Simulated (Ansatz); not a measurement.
# C₂H₂Zn: taking an electron away

One table from this session's results is given with a row withheld; the runs are named, their logs left out.

The runs use Ansatz 0.2.0, Gaussian basis; unrestricted cation, the program's frozen cores in correlated methods.

Plan: UKS PBE-D4/def2-TZVPP; UKS r2SCAN-D4/def2-TZVPP; UKS PBE0-D4/def2-TZVPP; UKS B3LYP-D4/def2-TZVPP; UKS wB97X-V/def2-TZVPP; UKS wB97M-V/def2-TZVPP; UKS B2PLYP (frozen core with 3s3p of Cu, Zn)/def2-TZVPP; UHF-CCSD(T) with 3s3p of Cu, Zn/def2-TZVPP; UHF-MP2 with 3s3p of Cu, Zn/def2-QZVPP; extrapolation to the limit; then −ε(HOMO) from the neutral's earlier runs with LDA (SPW92), PBE-D4, revPBE-D4, BLYP-D4, r2SCAN-D4, B97M-V, PBE0-D4, B3LYP-D4, r2SCANh-D4, r2SCAN0-D4, HSE06-D4, BHLYP-D4, CAM-B3LYP-D4, LC-ωPBE, ωB97X-V, ωB97M-V.

**Structure used throughout**

All runs share one geometry, relaxed beforehand with PBE0-D4 in a triple-zeta def2 set.

5 atoms, charge 0, spin multiplicity 1.

Atoms are counted from 1 here; the program's logs count them from 0.

Bond lengths: C1–C2 1.197 Å, C1–H4 1.065 Å, C2–H5 1.065 Å. Angles: C2–C1–H4 179.8°, C1–C2–H5 179.8°.

As a file:

```xyz
5
charge 0, multiplicity 1
C    -0.7405    0.1198   -0.4689
C     0.0437    1.0059   -0.2867
Zn    1.4433   -2.3249    1.4697
H    -1.4402   -0.6659   -0.6330
H     0.7435    1.7914   -0.1225
```

The first run:

File in.yaml:

```yaml
crystal:
  periodic: [false, false, false]
  atoms:
    - {symbol: C, position_ang: [-0.740478, 0.119752, -0.468913]}
    - {symbol: C, position_ang: [0.043653, 1.005914, -0.286728]}
    - {symbol: Zn, position_ang: [1.443335, -2.324871, 1.469670]}
    - {symbol: H, position_ang: [-1.440248, -0.665891, -0.632993]}
    - {symbol: H, position_ang: [0.743537, 1.791397, -0.122538]}
basis:
  gaussian: {orbitals: def2-TZVPP}
total_charge: 1
magnetization: {spin_polarized: true, initial_magnetization: 1}
hamiltonian: {xc: pbe, dispersion: d4}
```

Command:

```
$ ansatz run in.yaml --threads 2 --pin off --events-out ev --progress --plain --max-ram 4352MiB
```

Among the steps run: Cation, UKS PBE-D4/def2-TZVPP; Cation, UKS r2SCAN-D4/def2-TZVPP; Cation, UKS PBE0-D4/def2-TZVPP; Cation, UKS B3LYP-D4/def2-TZVPP; Cation, UKS wB97X-V/def2-TZVPP; Cation, UKS wB97M-V/def2-TZVPP; Cation, UKS B2PLYP (frozen core with 3s3p of Cu, Zn)/def2-TZVPP; Cation, UHF-CCSD(T) with 3s3p of Cu, Zn/def2-TZVPP; Cation, UHF-MP2 with 3s3p of Cu, Zn/def2-QZVPP.

One table of the session follows, with a row left open; its other results are not shown here.

For comparison, −ε(HOMO) of the neutral from earlier runs:

| functional | −ε(HOMO) (eV) |
| --- | --- |
| LDA (SPW92) | 5.88 |
| PBE-D4 | 5.63 |
| revPBE-D4 | 5.54 |
| BLYP-D4 | 5.59 |
| r2SCAN-D4 | 5.86 |
| B97M-V | 5.56 |
| PBE0-D4 | 6.35 |
| B3LYP-D4 | 6.32 |
| r2SCANh-D4 | 6.13 |
| r2SCAN0-D4 | ? |
| HSE06-D4 | 5.94 |
| BHLYP-D4 | 7.03 |
| CAM-B3LYP-D4 | 7.64 |
| LC-ωPBE | 8.72 |
| ωB97X-V | 8.43 |
| ωB97M-V | 8.43 |

Q: Estimate the row for r2SCAN0-D4 from the others.

Worked estimate for «−ε(HOMO) (eV)». Against the share of exact exchange, r2SCAN-D4 (0, 5.86), r2SCANh-D4 (0.1, 6.13) give a slope of 2.70 per unit share; at 0.25 the line stands at 6.53.

The run gave: −ε(HOMO) (eV): 6.54. In «−ε(HOMO) (eV)» the line misses by -0.01.
